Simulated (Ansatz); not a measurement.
Mg6FeBi, 8 atoms in the cell. The structure is orthorhombic, space group Amm2 (No. 38). The conventional cell has a = 5.005 Å, b = 6.329 Å, c = 10.930 Å, α = 90.00°, β = 90.00°, γ = 90.00°. Bi (site symmetry mm2) is surrounded by 10 Mg at 3.04 to 3.27 Å and 2 Fe at 3.16 Å. Fe (site symmetry mm2) has 8 Mg at 2.92 to 3.17 Å and 2 Bi at 3.16 Å as nearest neighbours. Around Mg (site symmetry mm2) lie 10 Mg at 3.08 to 3.18 Å and 2 Bi at 3.16 Å. Mg (site symmetry m) is surrounded by 2 Fe at 3.01 Å and 8 Mg at 3.01 to 3.32 Å and 2 Bi at 3.04 to 3.27 Å. Mg (site symmetry mm2) is surrounded by 10 Mg at 3.09 to 3.18 Å and 2 Fe at 3.17 Å. Mg (site symmetry m) is surrounded by 1 Fe at 2.92 Å and 8 Mg at 3.00 to 3.33 Å and 2 Bi at 3.18 Å. The cell comes from a database or a generator and needn't be the stable form of this composition.

```yaml
Program: Ansatz 0.2.0
Task: single point
Functional: PBE
Potentials_or_basis: Ansatz PAW
Cutoff: "420 eV (not typed: the program's choice for these potentials)"
k_mesh: 6 × 5 × 5
Occupations: fermi-dirac, width 0.05 eV
Spin: collinear spin, ferromagnetic start
Starting_moments: "[0.0, 3.0, 0.0, 0.0, 0.0, 0.0, 0.0, 0.0] μB"
```

Potentials or basis: Ansatz PAW.

Command:

```sh
$ ansatz run input.yaml --threads 4 --pin off --max-ram 10240MiB --backend cpu --events-out ev --progress --plain --runs-dir out
```

Hardware: 4 threads of Intel(R) Xeon(R) Platinum 8559C (Emerald Rapids), with other jobs on the host.

Q: Estimate the wall time of this run.

A: Wall time 14 s on 4 threads of Intel(R) Xeon(R) Platinum 8559C (Emerald Rapids), with other jobs on the host, peak memory 0.9 GiB. Counts: scf iterations 16, plane waves 3413, k points 36, bands 57.
